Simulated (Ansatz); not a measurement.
# C₄H₁₀Si: one species, many methods

The task here is to estimate one member of a computed series from the others.

The runs use Ansatz 0.2.0, Gaussian basis; functionals in def2-TZVPP, the program's frozen cores in correlated methods.

The runs, in order: LDA (SPW92), PBE-D4, revPBE-D4, BLYP-D4, r2SCAN-D4, B97M-V, PBE0-D4, B3LYP-D4, r2SCANh-D4, r2SCAN0-D4, HSE06-D4, BHLYP-D4, CAM-B3LYP-D4, LC-ωPBE, ωB97X-V, ωB97M-V, B2PLYP, PBE-QIDH; CCSD(T)/def2-SVP; CCSD(T)/def2-TZVPP; MP2/def2-QZVPP; extrapolation to the limit; RPA on PBE.

## Structure used throughout

An earlier PBE0-D4 in a triple-zeta def2 set relaxation fixed the geometry.

SMILES `C/C=C/[SiH2]C`, 15 atoms, charge 0, spin multiplicity 1.

Atoms are counted from 1 here; the program's logs count them from 0.

Bond lengths: C1–C2 1.490 Å, C1–H6 1.095 Å, C1–H7 1.091 Å, C1–H8 1.095 Å, C2–C3 1.333 Å, C2–H9 1.091 Å, C3–Si4 1.856 Å, C3–H10 1.091 Å, Si4–C5 1.873 Å, Si4–H11 1.492 Å, Si4–H12 1.491 Å, C5–H13 1.093 Å, C5–H14 1.093 Å, C5–H15 1.092 Å. Angles: C2–C1–H6 110.8°, C2–C1–H7 111.6°, C2–C1–H8 110.8°, H6–C1–H7 108.5°, H6–C1–H8 106.4°, H7–C1–H8 108.5°, C1–C2–C3 125.8°, C1–C2–H9 115.5°, C3–C2–H9 118.8°, C2–C3–Si4 123.4°, C2–C3–H10 117.5°, Si4–C3–H10 119.1°, C3–Si4–C5 111.9°, C3–Si4–H11 110.0°, C3–Si4–H12 107.8°, C5–Si4–H11 108.5°, C5–Si4–H12 110.3°, H11–Si4–H12 108.2° and more.

Set-up of the first run:

Input file in.yaml:

```yaml
crystal:
  periodic: [false, false, false]
  atoms:
    - {symbol: C, position_ang: [-1.955080, 1.174274, 1.592369]}
    - {symbol: C, position_ang: [-1.306008, 0.413431, 0.488306]}
    - {symbol: C, position_ang: [-0.122377, -0.196612, 0.553147]}
    - {symbol: Si, position_ang: [0.630033, -1.121415, -0.869134]}
    - {symbol: C, position_ang: [2.263742, -0.376461, -1.400864]}
    - {symbol: H, position_ang: [-2.141151, 2.211046, 1.293487]}
    - {symbol: H, position_ang: [-1.339390, 1.178687, 2.493480]}
    - {symbol: H, position_ang: [-2.930624, 0.743672, 1.840651]}
    - {symbol: H, position_ang: [-1.870689, 0.365101, -0.443373]}
    - {symbol: H, position_ang: [0.423890, -0.136737, 1.496164]}
    - {symbol: H, position_ang: [0.859363, -2.545799, -0.488632]}
    - {symbol: H, position_ang: [-0.343238, -1.093204, -1.998140]}
    - {symbol: H, position_ang: [2.979793, -0.383596, -0.575212]}
    - {symbol: H, position_ang: [2.699320, -0.941513, -2.228448]}
    - {symbol: H, position_ang: [2.130617, 0.658323, -1.724500]}
basis:
  gaussian: {orbitals: def2-TZVPP}
hamiltonian: {xc: lda}
output: {orbitals: {seedname: orbitals}}
```

Started as:

```bash
$ ansatz run in.yaml --threads 4 --pin off --events-out ev --progress --plain --max-ram 10444MiB
```

Steps of the session up to this table: LDA; PBE-D4 (GGA); revPBE-D4 (GGA); BLYP-D4 (GGA); r2SCAN-D4 (meta-GGA); B97M-V (meta-GGA); B3LYP-D4 (hybrid); r2SCANh-D4 (hybrid); r2SCAN0-D4 (hybrid); HSE06-D4 (hybrid); BHLYP-D4 (hybrid); CAM-B3LYP-D4 (range-separated); LC-ωPBE (range-separated); ωB97X-V (range-separated); ωB97M-V (range-separated); B2PLYP (double hybrid); PBE-QIDH (double hybrid).

One of the session's tables, all rows but one given; the rest of the session is left out.

It belongs to the step «Frontier levels by functional». 

| functional | HOMO (eV) | gap (eV) |
| --- | --- | --- |
| LDA (SPW92) | -6.43 | 5.14 |
| PBE-D4 | -6.29 | 5.20 |
| revPBE-D4 | -6.23 | 5.23 |
| BLYP-D4 | -6.13 | 5.19 |
| r2SCAN-D4 | -6.49 | 5.63 |
| B97M-V | -6.54 | 5.68 |
| PBE0-D4 | -7.39 | 7.30 |
| B3LYP-D4 | -7.18 | 6.86 |
| r2SCANh-D4 | -6.91 | 6.40 |
| r2SCAN0-D4 | -7.53 | 7.56 |
| HSE06-D4 | -7.00 | 6.52 |
| BHLYP-D4 | -8.35 | 9.33 |
| CAM-B3LYP-D4 | -8.70 | 9.74 |
| LC-ωPBE | -10.08 | 12.26 |
| ωB97X-V | ? | ? |
| ωB97M-V | -9.60 | 11.51 |

Q: Estimate the row for ωB97X-V from the others.

**Answer.** HOMO (eV): -9.70; gap (eV): 11.79. In the column «HOMO (eV)» it lies between LC-ωPBE (-10.08) and ωB97M-V (-9.60).
